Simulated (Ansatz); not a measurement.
Working through a single point from an input written key by key of CH3AlOTe, SMILES [TeH][Al]1[CH2][O]1

Computed with Ansatz 0.2.0, Python API.

The script reads `input.yaml`:
```yaml
crystal:
  periodic: [false, false, false]
  atoms:
    - { symbol: Te, position_ang: [-2.809, 0.1647, -0.2207] }
    - { symbol: Al, position_ang: [-0.339, -0.4517, -0.3357] }
    - { symbol: C, position_ang: [1.2307, -0.2254, 0.6968] }
    - { symbol: O, position_ang: [1.5181, -0.0113, -0.6713] }
    - { symbol: H, position_ang: [-2.7548, 0.8576, -1.8545] }
    - { symbol: H, position_ang: [1.7941, -1.1211, 1.0569] }
    - { symbol: H, position_ang: [1.4212, 0.7191, 1.2827] }
basis:
  gaussian: { orbitals: def2-SVP }
hamiltonian:
  xc: pbe
output:
  forces: true
```

Typed at the interpreter:
```pycon
>>> import ansatz
>>> import numpy as np
>>> import pandas as pd
>>> session = ansatz.Session.from_deck('input.yaml')
>>> rep = session.plan(threads=1).execute().report
>>> print('reference energy %16.6f eV' % rep['reference_energy_ev'])
reference energy    -17010.120959 eV
>>> print('total energy     %16.6f eV' % rep['free_energy_ev'])
total energy        -17010.120959 eV
>>> print('occupied orbitals outside the frozen core (up, down):', rep['n_occupied'], ' frozen:', rep['n_frozen'], ' virtual:', rep['n_virtual'])
occupied orbitals outside the frozen core (up, down): [27, 27]  frozen: 0  virtual: [60, 60]
>>> symbols = ['Te', 'Al', 'C', 'O', 'H', 'H', 'H']
>>> print('forces (eV/A)')
forces (eV/A)
>>> for symbol, f in zip(symbols, rep['forces_ev_ang']):
...     print(f'  {symbol:2s} {f[0]:9.4f} {f[1]:9.4f} {f[2]:9.4f}')
...
  Te    0.4460    0.2833   -1.4869
  Al    1.4976    0.9285   -0.0507
  C     0.9973   -0.3218    1.5648
  O    -2.5667   -0.1671   -1.9256
  H    -0.2008   -0.4266    0.9876
  H    -0.1102    0.3044    0.5939
  H    -0.0631   -0.6007    0.3169
>>> charges = rep['charge_distribution']
>>> table = pd.DataFrame({'atom': symbols, 'mulliken': charges['mulliken_charges_e'], 'lowdin': charges['lowdin_charges_e']})
>>> table.round(3)
  atom  mulliken  lowdin
0   Te    -0.115   0.147
1   Al     0.425   0.053
2    C    -0.004  -0.098
3    O    -0.437  -0.082
4    H     0.044   0.012
5    H     0.043  -0.020
6    H     0.045  -0.012
>>> print('dipole (e A):', np.round(charges['dipole_moment_e_ang'], 4) + 0.0)
dipole (e A): [-0.6565 -0.1549 -0.0605]
```

Caveats:
- Total energies depend on the basis set; only differences at equal settings carry meaning.
- The geometry is a force-field or estimated start, not a minimum of this method, and the basis set is short of its limit.
- The Löwdin charges here are taken after orthogonalising the functions within each atom; they differ from plain Löwdin charges, and their signs can be unphysical.
- It ran for 3.4 s on 1 thread of Arm Neoverse V1 (shared host), peak memory 0.2 GiB.
